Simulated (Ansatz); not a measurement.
# RbSr: the cost of one run

Computed with Ansatz 0.2.0 (DFT PBE, scalar-relativistic, plane waves, PAW, unless a step's input says otherwise).

## Step 1: The starting structure

The structure is hexagonal, space group P-6m2 (No. 187). Conventional cell: a = 4.052 Å, b = 4.052 Å, c = 6.443 Å, α = 90.00°, β = 90.00°, γ = 120.00°. Rb (site symmetry -6m2) has 6 Sr at 3.98 Å and 6 Rb at 4.05 Å as nearest neighbours. Sr (site symmetry -6m2) is surrounded by 6 Rb at 3.98 Å and 6 Sr at 4.05 Å.

Structure file:

```cif
data_structure
_symmetry_space_group_name_H-M 'P-6m2'
_symmetry_Int_Tables_number 187
_cell_length_a 4.0521
_cell_length_b 4.0521
_cell_length_c 6.4426
_cell_angle_alpha 90.000
_cell_angle_beta 90.000
_cell_angle_gamma 120.000
_cell_volume 91.61
loop_
_atom_site_label
_atom_site_type_symbol
_atom_site_symmetry_multiplicity
_atom_site_Wyckoff_symbol
_atom_site_fract_x
_atom_site_fract_y
_atom_site_fract_z
_atom_site_occupancy
Rb1 Rb 1 b 0.00000 0.00000 0.50000 1
Sr1 Sr 1 e 0.66667 0.33333 0.00000 1
```

Recipe of the guess: species swapped into a database cell of PrHo (P-6m2, No. 187), with Sr on the Pr sites and Rb on the Ho sites. Lengths come from tabulated atomic sizes and are only a guess.

## Step 2: The guess as it stands, on a coarse mesh

Contents of input.yaml:

```yaml
crystal:
  lattice:
    - [4.05211724, 0.0, 0.0]
    - [-2.02605862, 3.50923647, 0.0]
    - [0.0, 0.0, 6.44255669]
  atoms:
    - { symbol: Rb, position: [0.33333333, 0.66666667, 0.5] }
    - { symbol: Sr, position: [0.0, 0.0, 0.0] }
basis:
  ecutwfc: 420
kpoints:
  mp_grid: { grid: [6, 6, 4] }
hamiltonian:
  xc: pbe
scf:
  occupations: { method: gaussian, width: 0.1 }
  lower_state_search: "off"
output:
  forces: true
  stress: true
  eigenvalues: true
```

Started as:

```sh
ansatz run input.yaml --threads 1 --pin off --max-ram 2560MiB --backend cpu --events-out ev --progress --plain --runs-dir out
```

What time and memory should one allow on 1 thread of Arm Neoverse V1, shared host?

About 2.5 s, with a peak of 0.31 GiB.
